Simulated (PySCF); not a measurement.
# NbBr: from the state search to spectroscopic constants

Aim: find the lowest electronic state of NbBr, scan its bond at several levels of theory, and get bond length, wavenumber and dissociation energy from each curve.

The runs use PySCF 2.14.0; Nb def2-TZVPP with ECP28, Br def2-TZVPP, scalar-relativistic core potentials.

## Step 1: The job

The job is set up so:

| Property | Result |
| --- | --- |
| atoms | Nb, Br |
| charge | 0 |
| basis | Nb def2-TZVPP with ECP28, Br def2-TZVPP |
| Hamiltonian | scalar-relativistic core potentials |
| basis functions | 104 |
| electrons treated | 48 |
| masses in u | 92.9064, 78.9183 |
| levels | PBE0, PBE, r²SCAN, MN15, PBEsol, B2PLYP, M06-L, CAM-B3LYP, HF, MP2, SCS-MP2 |
| grid | 80 radial by 434 angular points |
| occupations | held fixed by the projection of orbital angular momentum |
| dissociation limit | Nb + Br, each in its ground configuration |
| starting distance in angstrom | 2.475 |
| values of 2S to try | 0, 2, 4, 6, 8 |

Command:

```console
> OMP_NUM_THREADS=2 python dia.py task.json out
```

The runs that follow: First curve: PBE0; Other states along the same grid; PBE; r²SCAN (meta-GGA); MN15 (hybrid meta-GGA); PBEsol (GGA); B2PLYP; M06-L (meta-GGA); CAM-B3LYP; UHF.

**Question.** What will these runs give? Wanted: for each run, Re; ωe; De; μ.

**Answer**, as computed:

Lowest PBE0 solution found, without spin–orbit coupling: ⁵Σ⁻ (quintet), unpaired electrons σ ↑↑, δ ↑↑. State 2 has its PBE0 minimum 0.19 eV higher, as a spin-mixed determinant (⟨S²⟩ = 3.01), so this is no gap between pure states. State 3 has its PBE0 minimum 0.26 eV higher, as a spin-mixed determinant (⟨S²⟩ = 1.91), so this is no gap between pure states. State 4 has its PBE0 minimum 0.29 eV higher, as a spin-mixed determinant (⟨S²⟩ = 3.01), so this is no gap between pure states. The other levels ran on the lowest alone.

```
      level  Re (Å)  ωe (cm⁻¹)  De (eV)  μ (D)
        UHF   2.588      234.6     2.55  -2.51
    UHF-MP2   2.469      265.3     3.40    n/a
UHF-SCS-MP2   2.495      257.5     3.56    n/a
        PBE   2.489      249.7     3.33  -0.36
     PBEsol   2.458      260.4     3.57  -0.11
     r²SCAN   2.496      253.4     3.29  -0.82
      M06-L   2.495      252.9     3.34  -0.57
       PBE0   2.488      255.0     3.22  -0.89
       MN15   2.463      261.4     3.32  -0.88
  CAM-B3LYP   2.505      252.3     3.37  -1.36
     B2PLYP   2.501      253.0     3.38  -1.53
```

De is counted to Nb + Br in their ground configurations. A positive dipole means Nb(−)Br(+).

**Reading.** The methods spread over 0.130 Å in bond length, from PBEsol to UHF. Among the levels with a De in the table, it runs from 2.55 eV (UHF) to 3.57 eV (PBEsol).

Correlated steps freeze 9 core orbitals. B2PLYP dipoles, levels and charges come from its SCF part alone. With d or f electrons several states lie close, and the lowest PBE0 determinant need not be the measured ground state. At some levels the lowest empty orbital lies below the highest filled one (the two can be of opposite spin). Spin–orbit coupling is left out.
